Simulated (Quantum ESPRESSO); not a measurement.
A run of Quantum ESPRESSO 7.5:

pw.in

```
&CONTROL
  calculation = 'vc-relax'
  prefix = 'pwscf'
  outdir = './tmp'
  pseudo_dir = './pseudo'
  tprnfor = .true.
  tstress = .true.
  disk_io = 'low'
  nstep = 40
  forc_conv_thr = 0.0004
  etot_conv_thr = 1d-05
/
&SYSTEM
  ibrav = 0
  nat = 1
  ntyp = 1
  ecutwfc = 45
  ecutrho = 360
  nbnd = 18
  occupations = 'smearing'
  smearing = 'mp'
  degauss = 0.00367493
  nspin = 2
  starting_magnetization(1) = 0.0556
/
&ELECTRONS
  conv_thr = 2d-10
  electron_maxstep = 120
  mixing_beta = 0.3
/
&IONS
  ion_dynamics = 'bfgs'
/
&CELL
  cell_dynamics = 'bfgs'
  press = 0
  press_conv_thr = 0.3
/
ATOMIC_SPECIES
Ni    58.6934 ni_pbesol_v1.4.uspp.F.UPF
CELL_PARAMETERS angstrom
   0.0000000000    1.7619350000    1.7619350000
   1.7619350000    0.0000000000    1.7619350000
   1.7619350000    1.7619350000    0.0000000000
ATOMIC_POSITIONS crystal
Ni     0.0000000000    0.0000000000    0.0000000000
K_POINTS automatic
16 16 16 0 0 0
```

Potentials or basis: GBRV 1.5 PBEsol.

Run with:

```bash
$ OMP_NUM_THREADS=1 mpirun -n 4 pw.x -nk 4 -in pw.in > pw.out
```

Hardware: 4 MPI ranks on AMD EPYC 7R43 64-Core Processor (Zen 3) (shared host).

**Question.** Estimate the wall time of this run.

**Answer.** Wall time 36 s on 4 MPI ranks on AMD EPYC 7R43 64-Core Processor (Zen 3), with other jobs on the host, peak memory 0.24 GiB a rank. Counts: scf iterations 47, k pools 4, bands 18, ion steps 4, k points 145, g dense 8609.
